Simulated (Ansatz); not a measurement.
Predict the output of the script below (the Python package of Ansatz (0.2.0)).

`scan_cl2h4si2.py`
```python
"""Potential curve of Cl2H4Si2 along one bond."""

import ansatz
from ase import Atoms
import numpy as np

BASIS = "6-31G*"
XC = "r2SCAN"


def main() -> None:
    atoms = Atoms(["Si", "Si", "Cl", "Cl", "H", "H", "H", "H"], positions=[
        (-0.3185, 1.0995, -0.0495),
        (0.1824, -1.0784, 0.0355),
        (1.1269, -1.5484, 1.7616),
        (1.5555, -1.6013, -1.461),
        (0.8342, 2.0145, 0.0235),
        (-1.2945, 1.533, 1.042),
        (-1.0303, 1.4736, -1.3365),
        (-0.9636, -1.9496, -0.0714),
    ])
    system = ansatz.Crystal.molecule_from_ase(atoms)

    symbols = [site.symbol for site in system.cartesian_sites]
    start = np.array([site.position_ang for site in system.cartesian_sites])
    axis = (start[3] - start[1]) / np.linalg.norm(start[3] - start[1])
    moving = [3]
    lengths, energies = [1.846, 1.929, 2.013, 2.097, 2.181, 2.265, 2.349, 2.475], []
    for length in lengths:
        xyz = start.copy()
        xyz[moving] += (length - np.linalg.norm(start[3] - start[1])) * axis
        point = ansatz.Crystal.molecule()
        for symbol, place in zip(symbols, xyz):
            point = point.atom(symbol, place.tolist())
        model = point.calculation().basis(gaussian=BASIS).functional(XC)
        rep = model.run().report
        energies.append(rep["free_energy_ev"])
        print(f"r = {length:6.3f} A  E = {energies[-1]:.5f} eV  <S^2> = {abs(rep['mean_field']['state']['spin_squared']):.3f}")

    # quartic fit about the minimum
    fit = np.polynomial.Polynomial.fit(lengths, np.array(energies) - min(energies), 4).convert()
    roots = [r.real for r in fit.deriv().roots() if abs(r.imag) < 1e-9 and fit.deriv(2)(r.real) > 0]
    r_e = min(roots, key=lambda r: abs(r - lengths[int(np.argmin(energies))]))
    print(f"minimum of the fit at {r_e:.4f} A, force constant {fit.deriv(2)(r_e):.2f} eV/A^2")


if __name__ == "__main__":
    main()
```

```console
$ python scan_cl2h4si2.py
r =  1.846 A  E = -40862.42775 eV  <S^2> = 0.000
r =  1.929 A  E = -40862.84921 eV  <S^2> = 0.000
r =  2.013 A  E = -40863.04339 eV  <S^2> = 0.000
r =  2.097 A  E = -40863.07486 eV  <S^2> = 0.000
r =  2.181 A  E = -40862.99480 eV  <S^2> = 0.000
r =  2.265 A  E = -40862.84026 eV  <S^2> = 0.000
r =  2.349 A  E = -40862.63795 eV  <S^2> = 0.000
r =  2.475 A  E = -40862.28557 eV  <S^2> = 0.000
minimum of the fit at 2.0737 A, force constant 17.77 eV/A^2
```

Reading the output:
- Total energies depend on the basis set; only differences at equal settings carry meaning.
- The rest of the molecule is held rigid at a force-field or estimated start geometry, and the basis set is modest; single-reference methods fail as a bond breaks.
- The orbitals are restricted, so S² is zero by construction.
- Wall time of the script: 45 s on 1 thread of Arm Neoverse V1, with other jobs on the host, peak memory 0.22 GiB.
